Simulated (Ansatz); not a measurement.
# GeBrCl: up Jacob's ladder to CCSD(T)

An exercise on one series of results from a longer session: the logs are not shown, and one member is left open.

The runs use Ansatz 0.2.0, Gaussian basis; functionals in def2-TZVPP, the program's frozen cores in correlated methods.

Levels to be run: LDA (SPW92), PBE-D4, revPBE-D4, BLYP-D4, r2SCAN-D4, B97M-V, PBE0-D4, B3LYP-D4, r2SCANh-D4, r2SCAN0-D4, HSE06-D4, BHLYP-D4, CAM-B3LYP-D4, LC-ωPBE, ωB97X-V, ωB97M-V, B2PLYP, PBE-QIDH; CCSD(T)/def2-SVP; CCSD(T)/def2-TZVPP; MP2/def2-QZVPP; extrapolation to the limit; RPA on PBE.

### The geometry

An earlier PBE0-D4 in a triple-zeta def2 set relaxation fixed the geometry.

3 atoms, charge 0, spin multiplicity 1.

Atoms are counted from 1 here; the program's logs count them from 0.

Bond lengths: Cl1–Ge2 2.181 Å, Ge2–Br3 2.342 Å. Angles: Cl1–Ge2–Br3 100.5°.

The first run:

Input file in.yaml:

```yaml
crystal:
  periodic: [false, false, false]
  atoms:
    - {symbol: Cl, position_ang: [0.416917, 1.650901, 0.399021]}
    - {symbol: Ge, position_ang: [-0.850842, 0.093434, -0.452239]}
    - {symbol: Br, position_ang: [0.423026, -1.809036, 0.040018]}
basis:
  gaussian: {orbitals: def2-TZVPP}
hamiltonian: {xc: lda}
output: {orbitals: {seedname: orbitals}}
```

Among the steps run: LDA; PBE-D4 (GGA); revPBE-D4 (GGA); BLYP-D4 (GGA); r2SCAN-D4 (meta-GGA); B97M-V (meta-GGA); PBE0-D4 (hybrid); B3LYP-D4 (hybrid); r2SCANh-D4 (hybrid); r2SCAN0-D4 (hybrid); HSE06-D4 (hybrid); BHLYP-D4 (hybrid); CAM-B3LYP-D4 (range-separated); LC-ωPBE-D4 (range-separated; the results give it without D4); ωB97X-V (range-separated); ωB97M-V (range-separated); B2PLYP (double hybrid); PBE-QIDH (double hybrid).

One table of the session follows, with a row left open; its other results are not shown here.

It belongs to the step «Frontier levels by functional». 

```
  functional  HOMO (eV)  LUMO (eV)  gap (eV)
 LDA (SPW92)      -7.03      -4.09      2.94
      PBE-D4      -6.84      -3.85      3.00
   revPBE-D4      -6.78      -3.76      3.03
     BLYP-D4      -6.69      -3.73      2.97
   r2SCAN-D4      -7.15      -3.85      3.30
      B97M-V      -7.11      -3.73      3.38
     PBE0-D4      -7.93      -3.15      4.78
    B3LYP-D4      -7.73      -3.34      4.39
  r2SCANh-D4          ?          ?         ?
  r2SCAN0-D4      -8.13      -3.15      4.97
    HSE06-D4      -7.54      -3.52      4.02
    BHLYP-D4      -8.87      -2.33      6.54
CAM-B3LYP-D4      -9.16      -2.15      7.01
     LC-ωPBE     -10.40      -1.08      9.32
     ωB97X-V     -10.08      -1.14      8.94
     ωB97M-V      -9.96      -1.21      8.75
```

Estimate the missing values for r2SCANh-D4.

Worked estimate for «HOMO (eV)». Against the share of exact exchange, r2SCAN-D4 (0, -7.15), r2SCAN0-D4 (0.25, -8.13) give a slope of -3.92 per unit share; at 0.1 the line stands at -7.54.

The run gave: HOMO (eV): -7.54; LUMO (eV): -3.57; gap (eV): 3.97. In «HOMO (eV)» the line misses by 0.00.
